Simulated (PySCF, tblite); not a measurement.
# CH₈NP₂Si radical: geometry, infrared bands and EPR parameters

Wanted: the infrared bands and EPR parameters of CH₈NP₂Si radical (`[CH2]N[SiH](P)P`), by calculation.

Programs: tblite 0.8.0 and PySCF 2.14.0, with density-fitted response routines of our own. Each step states its level of theory. These are calculated values for one molecule in the gas phase, unless marked as measured. Atoms are numbered from 0 throughout.

**1. Starting geometry**

13 atoms, charge 0, multiplicity 2; geometry from: force field or distance geometry start.

Bonds of the start (Å): C0–N1 1.47, N1–Si2 1.70, Si2–P3 2.21, Si2–P4 2.19, C0–H5 1.08, C0–H6 1.09, N1–H7 1.00, Si2–H8 1.48, P3–H9 1.42, P3–H10 1.41, P4–H11 1.41, P4–H12 1.41.

**2. Relaxing the molecule with GFN2-xTB**

Job settings and geometry (Å):

```
{"job": {"kind": "relax", "xc": "GFN2-xTB", "basis": "xTB"}, "charge": 0, "multiplicity": 2}
C     -1.197600    -2.045800    -0.032000
N     -0.978000    -0.628800    -0.366100
Si     0.163900     0.422100     0.326400
P     -0.485700     2.463900    -0.222900
P      2.105900    -0.020200    -0.573800
H     -0.877800    -2.475800     0.907000
H     -1.757100    -2.676800    -0.721400
H     -1.128700    -0.408900    -1.333400
H      0.200600     0.242600     1.791200
H     -1.622400     2.512000     0.633100
H      0.362300     3.156000     0.668800
H      2.897500     0.720700     0.323700
H      2.312700    -1.260500     0.067100
```

Started as:

```sh
$ OMP_NUM_THREADS=1 python probes_run.py task.json out
```

This one command runs all jobs of the session in turn.

Output:

```text
step      E/eV     max force
  0    -430.57906    3.746
  1    -430.81625    1.007
  2    -430.87763    0.662
  3    -430.91830    0.438
  4    -430.93720    0.351
  5    -430.95597    0.357
  6    -430.96462    0.252
  7    -430.97121    0.202
  8    -430.97646    0.226
  9    -430.98250    0.322
 10    -430.98853    0.275
 11    -430.99387    0.158
 12    -430.99792    0.201
 13    -431.00198    0.255
 14    -431.00665    0.276
 15    -431.01029    0.172
 16    -431.01236    0.104
 17    -431.01361    0.088
 18    -431.01466    0.127
 19    -431.01599    0.133
 20    -431.01746    0.093
 21    -431.01888    0.108
 22    -431.02032    0.125
 23    -431.02211    0.129
 24    -431.02399    0.132
 25    -431.02561    0.101
 26    -431.02701    0.122
 27    -431.02853    0.145
 28    -431.03054    0.148
 29    -431.03268    0.134
 30    -431.03434    0.095
 31    -431.03545    0.085
 32    -431.03662    0.094
 33    -431.03816    0.131
 34    -431.03976    0.146
 35    -431.04095    0.101
 36    -431.04200    0.081
 37    -431.04277    0.089
 38    -431.04385    0.106
 39    -431.04488    0.109
 40    -431.04571    0.073
 41    -431.04628    0.063
 42    -431.04677    0.064
 43    -431.04729    0.075
 44    -431.04798    0.095
 45    -431.04879    0.098
 46    -431.04965    0.078
 47    -431.05021    0.062
 48    -431.05067    0.071
 49    -431.05112    0.077
 50    -431.05173    0.065
 51    -431.05249    0.105
 52    -431.05351    0.132
 53    -431.05477    0.127
 54    -431.05595    0.084
 55    -431.05665    0.051
 56    -431.05698    0.049
 57    -431.05721    0.055
 58    -431.05755    0.073
 59    -431.05824    0.061
 60    -431.05911    0.070
 61    -431.05973    0.060
 62    -431.06039    0.074
 63    -431.06138    0.094
 64    -431.06316    0.135
 65    -431.06504    0.163
 66    -431.06667    0.182
 67    -431.06829    0.088
 68    -431.06906    0.088
 69    -431.06985    0.101
 70    -431.07120    0.101
 71    -431.07249    0.078
 72    -431.07358    0.081
 73    -431.07416    0.070
 74    -431.07418    0.082
 75    -431.07456    0.127
 76    -431.07473    0.034
 77    -431.07486    0.031
 78    -431.07515    0.038
 79    -431.07530    0.051
 80    -431.07550    0.042
 81    -431.07568    0.032
 82    -431.07590    0.052
 83    -431.07610    0.054
 84    -431.07626    0.043
 85    -431.07635    0.027
 86    -431.07641    0.023
 87    -431.07644    0.021
 88    -431.07649    0.022
 89    -431.07657    0.030
 90    -431.07671    0.041
 91    -431.07697    0.043
 92    -431.07729    0.050
 93    -431.07762    0.047
 94    -431.07797    0.052
 95    -431.07824    0.074
 96    -431.07866    0.071
 97    -431.07918    0.074
 98    -431.07991    0.039
 99    -431.08019    0.097
100    -431.08051    0.040
101    -431.08075    0.041
102    -431.08119    0.093
103    -431.08163    0.081
104    -431.08240    0.130
105    -431.08304    0.053
106    -431.08353    0.087
107    -431.08380    0.036
108    -431.08392    0.027
109    -431.08409    0.031
110    -431.08424    0.026
111    -431.08447    0.028
112    -431.08479    0.042
113    -431.08506    0.031
114    -431.08522    0.044
115    -431.08534    0.028
116    -431.08542    0.038
117    -431.08549    0.040
118    -431.08568    0.055
119    -431.08595    0.067
120    -431.08630    0.064
121    -431.08659    0.040
122    -431.08672    0.025
123    -431.08674    0.032
124    -431.08679    0.007
```

It took 1.5 s on 1 thread of Intel Xeon at 2.70GHz, shared host.

The steps of the relaxation: (not every step is listed)

```
step  energy from step 0 (eV)  largest force (eV/Å)
   0                   0.0000                3.7457
   1                  -0.2372                1.0070
   2                  -0.2986                0.6622
   3                  -0.3392                0.4382
   4                  -0.3581                0.3510
   5                  -0.3769                0.3566
   6                  -0.3856                0.2520
   7                  -0.3921                0.2020
   8                  -0.3974                0.2260
  19                  -0.4369                0.1332
  30                  -0.4553                0.0949
  41                  -0.4672                0.0633
  52                  -0.4744                0.1320
  63                  -0.4823                0.0942
  74                  -0.4951                0.0815
  85                  -0.4973                0.0266
  96                  -0.4996                0.0712
 107                  -0.5047                0.0360
 118                  -0.5066                0.0553
 119                  -0.5069                0.0675
 120                  -0.5072                0.0637
 121                  -0.5075                0.0395
 122                  -0.5077                0.0253
 123                  -0.5077                0.0319
 124                  -0.5077                0.0073
```

Distances of close pairs at the start and the end, largest changes first:

| bond | before (Å) | after (Å) | change (Å) |
| --- | --- | --- | --- |
| C0–N1 | 1.472 | 1.362 | -0.110 |
| Si2–P4 | 2.186 | 2.272 | +0.087 |
| P3–H9 | 1.424 | 1.380 | -0.044 |
| N1–Si2 | 1.699 | 1.733 | +0.034 |
| Si2–P3 | 2.212 | 2.243 | +0.031 |
| P3–H10 | 1.412 | 1.382 | -0.029 |
| P4–H12 | 1.411 | 1.383 | -0.029 |
| P4–H11 | 1.408 | 1.386 | -0.021 |

The end geometry stands in the next job.

**3. Infrared spectrum with GFN2-xTB**

Job settings and geometry (Å):

```
{"job": {"kind": "ir", "xc": "GFN2-xTB", "basis": "xTB"}, "charge": 0, "multiplicity": 2}
C     -0.957693    -2.067689    -0.299508
N     -1.082026    -0.711595    -0.283435
Si    -0.000585     0.416058     0.466844
P     -0.880568     2.391929    -0.128527
P      2.106940     0.036423    -0.293410
H     -0.132556    -2.506255     0.221023
H     -1.608689    -2.662124    -0.904926
H     -1.858079    -0.359610    -0.825414
H     -0.074754     0.208732     1.930167
H     -0.723828     2.967572     1.116041
H      0.308786     2.928644    -0.584931
H      2.739152     0.593669     0.807325
H      2.159511    -1.235268     0.246656
```

Output:

```text
mode    cm-1     km/mol
  1     -39.8      7.88
  2      70.2     17.30
  3      93.9      2.53
  4     107.7      3.46
  5     126.7      3.70
  6     174.8      8.21
  7     232.4      2.80
  8     249.1     42.25
  9     307.3      3.58
 10     398.9     15.02
 11     505.8    104.87
 12     516.5     26.16
 13     577.8    263.62
 14     639.6     43.90
 15     671.2     32.62
 16     689.3     53.24
 17     698.0      1.57
 18     702.8     54.42
 19     789.0     78.96
 20    1027.3     11.97
 21    1137.8     13.11
 22    1147.6     23.98
 23    1267.8     24.04
 24    1333.0      8.19
 25    1423.9      1.29
 26    2067.4    205.45
 27    2290.1     95.63
 28    2314.8    109.66
 29    2376.6    136.13
 30    2398.5    133.95
 31    3152.5      9.05
 32    3200.3     34.62
 33    3423.9     16.79
```

Run time: 0.77 s. Hardware: 1 thread of Intel Xeon at 2.70GHz, shared host.

The strongest bands and the atoms that carry them (share of the mass-weighted mode):

```
cm⁻¹  km/mol               atoms
 506   104.9    H7 47 %, H5 29 %
 578   263.6             H8 75 %
 789    79.0   Si2 40 %, N1 28 %
2067   205.4             H8 97 %
2290    95.6  H11 65 %, H12 32 %
2315   109.7   H10 58 %, H9 39 %
2377   136.1  H12 65 %, H11 32 %
2398   133.9   H9 58 %, H10 39 %
```

**4. EPR parameters: B3LYP/pcH-1**

The job, as its differences from that of step 3:

```diff
@@ -1,2 +1,2 @@
-{"job": {"kind": "ir", "xc": "GFN2-xTB", "basis": "xTB"}, "charge": 0, "multiplicity": 2}
+{"job": {"kind": "epr", "basis": "pcH-1"}, "charge": 0, "multiplicity": 2}
 C     -0.957693    -2.067689    -0.299508
```

Method: UKS B3LYP, pcH-1 on C H N P Si, non-relativistic, mean-field spin-orbit, GIAO.

Output:

```text
UKS, coarse grid
  cycle   1  E = -1069.84344118  |g| = 2.93e-01
  cycle   2  E = -1069.82570434  |g| = 3.31e-01
  cycle   3  E = -1069.87505129  |g| = 7.46e-02
  cycle   4  E = -1069.87720154  |g| = 2.64e-02
  cycle   5  E = -1069.87751263  |g| = 8.17e-03
  cycle   6  E = -1069.87754616  |g| = 2.72e-03
  cycle   7  E = -1069.87755196  |g| = 9.07e-04
UKS, final grid
  cycle   1  E = -1069.87759931  |g| = 9.57e-04
  cycle   2  E = -1069.87759889  |g| = 1.45e-03
  cycle   3  E = -1069.87759980  |g| = 1.62e-04
  cycle   4  E = -1069.87759981  |g| = 6.90e-05
  cycle   5  E = -1069.87759982  |g| = 2.80e-05
E = -1069.87759982 Eh   <S^2> = 0.7532 (exact 0.7500)
g shifts (ppm)      1          2          3
  rmc          -158       -158       -158
  gc              1         26         26
  oz_so         217        740       1308
  total          60        609       1176
hyperfine (MHz)  atom isotope    a_iso     a_fc   dipolar eigenvalues
    0   13C      71.31      71.38    -69.34    -68.56    137.90
    1   14N       3.23       3.26    -10.03     -9.22     19.25
    2  29Si       4.07       4.02     -4.94      2.22      2.73
    3   31P      -7.21      -7.22     -0.88     -0.16      1.05
    4   31P      24.91      25.03     -8.66     -7.00     15.65
    5    1H     -55.72     -55.73    -33.87      0.98     32.89
    6    1H     -55.74     -55.76    -34.29      1.38     32.90
    7    1H     -12.78     -12.79    -10.94     -4.96     15.90
    8    1H      16.09      16.09     -2.16     -1.96      4.12
    9    1H       4.77       4.77     -0.77     -0.72      1.49
   10    1H       3.36       3.36     -0.81     -0.75      1.56
   11    1H      -1.23      -1.24     -1.14     -0.58      1.72
   12    1H      -1.62      -1.63     -2.15     -1.51      3.66
```

Wall time 69 s (1 thread of Intel Xeon at 2.70GHz, shared host); peak memory 0.8 GiB.

Principal g values 2.00238, 2.00293, 2.00350; g(iso) = 2.00293, against 2.00232 for a free electron.

Hyperfine couplings; where a row names several nuclei, a(iso) is their mean (it holds for fast rotation or exchange) and the dipolar term the largest among them:

```
           nuclei  isotope  a(iso) (MHz)  a(iso) (G, at g = 2.0023)  largest dipolar term (MHz)
               C0      13C          71.3                       25.4                       137.9
           H5, H6       1H         -55.7                      -19.9                       -34.3
               H8       1H          16.1                        5.7                         4.1
               H7       1H         -12.8                       -4.6                        15.9
           P3, P4      31P           8.8                        3.2                        15.7
              Si2     29Si           4.1                        1.5                        -4.9
               N1      14N           3.2                        1.2                        19.3
H9, H10, H11, H12       1H           1.3                        0.5                         3.7
```

Mulliken spin populations:

C0 0.88; N1 0.13; Si2 0.03; P3 0.00; P4 0.02; H5 -0.04; H6 -0.04; H7 -0.01; H8 0.02; H9 0.00; H10 0.00; H11 0.00; H12 0.00

In first order the couplings over 0.8 MHz of 1H, 31P, 14N give 534 distinct lines over 60.6 G, if the averaged nuclei exchange fast.

The fields below are evaluated on a grid from the run's orbitals.

ELF in a plane through or near 6 of the atoms.

Ten even steps from ' ' (0.00) to '@' (1.00):
```
                                                        
                                                        
                                                        
            ..==**##**==                                
          ..==##%%@@@@##::      ..                      
          ..==##%%@@@@%%::  ..**%%++      ....          
        ..::++##::..**##::  ::%%%%**    ==####==        
        ..--**++..====%%==..--##****--++@@@@@@%%::      
          ..--++--==@@%%::::####::##++..%%@@@@##::      
            ..::--++%%..**==..%%**++--::====::..        
              ....--++..**--..--....##@@%%==            
                  ..==########::    %%@@@@##..          
                    --++####++--::    **##==            
                ==%%@@%%++++%%@@@@%%                    
              ::%%@@@@@@##++%%@@@@@@==                  
              ::@@@@@@@@**--**@@@@@@++                  
                ==%%@@##::  ..==**==..                  
                  ....                                  
                                                        
                                                        
```
The map spans 11.4 Å across and 10.4 Å up, centred on the molecule. Atoms in the plane (x, y in Å): C0 (2.3, 0.5), N1 (1.0, 0.9), P3 (-2.1, 1.5), H6 (3.1, 1.0), H11 (-1.3, -2.6), H12 (0.7, -2.4).

log10 of the density (e/Å³) in the same plane.

Ten even steps from ' ' (-4.0) to '@' (1.5):
```
                                                        
                  ..                                    
            ..::::::::....                              
        ..::------------::::........                    
      ..::--====++++++==------------::........          
    ..::--==++********++======++++++==--------::..      
    ..::====++**####****++==++******++==++====--::..    
    ::--==++**##%%@@##****++**##%%##********++==--..    
    ..--====++****####******##%%@@%%##%%####++++--::    
    ..::--====++++****##@@%%##########@@##**++==--..    
      ..::--======++****%%%%****++**######++==--::..    
        ..::----====++********++==++******++----..      
          ..::::--==++********++++========--::::        
            ..--==++**************++==--::::..          
            ::--==**####******##**++==::....            
            ..--==++******++++**++==--::..              
            ..::--================--::..                
              ..::::------::::::::....                  
                  ................                      
                                                        
```
The map spans 11.4 Å across and 10.4 Å up, centred on the molecule. Atoms in the plane (x, y in Å): C0 (2.3, 0.5), N1 (1.0, 0.9), P3 (-2.1, 1.5), H6 (3.1, 1.0), H11 (-1.3, -2.6), H12 (0.7, -2.4).

On the surface of density 0.002 e/bohr³ the electrostatic potential runs, from the 1st to the 99th percentile, from -0.82 V near P4 to 1.65 V near H7.

The spin density lies nearest to C0 52 %; N1 16 %; H6 13 %; H5 8 %.

**5. What came out**

```
                                 quantity                 value
strongest single infrared mode (GFN2-xTB)  578 cm⁻¹, 264 km/mol
             zero-point energy (GFN2-xTB)         51.6 kcal/mol
                           g(iso) (B3LYP)               2.00293
                                     ⟨S²⟩    0.753 (exact 0.75)
       largest a(iso) (averaged by class)   13C on C0, 71.3 MHz
    surface potential, 1st and 99th percentile    -0.82 V and 1.65 V
```

In words: Relaxing lowered the energy by 0.508 eV in 124 steps; the close pair that moved most is C0–N1, from 1.472 to 1.362 Å. The lowest mode is imaginary (40i cm⁻¹), so the xTB geometry is not a minimum. The strongest single mode, at 578 cm⁻¹, moves mainly H8. GFN2-xTB is a fitted tight-binding method: band positions and strengths are rough. Its intensities can rank the bands wrongly. Most of the unpaired spin sits on C0 (0.88 e). The isotropic g lies 0.6 ppt above the free-electron value.
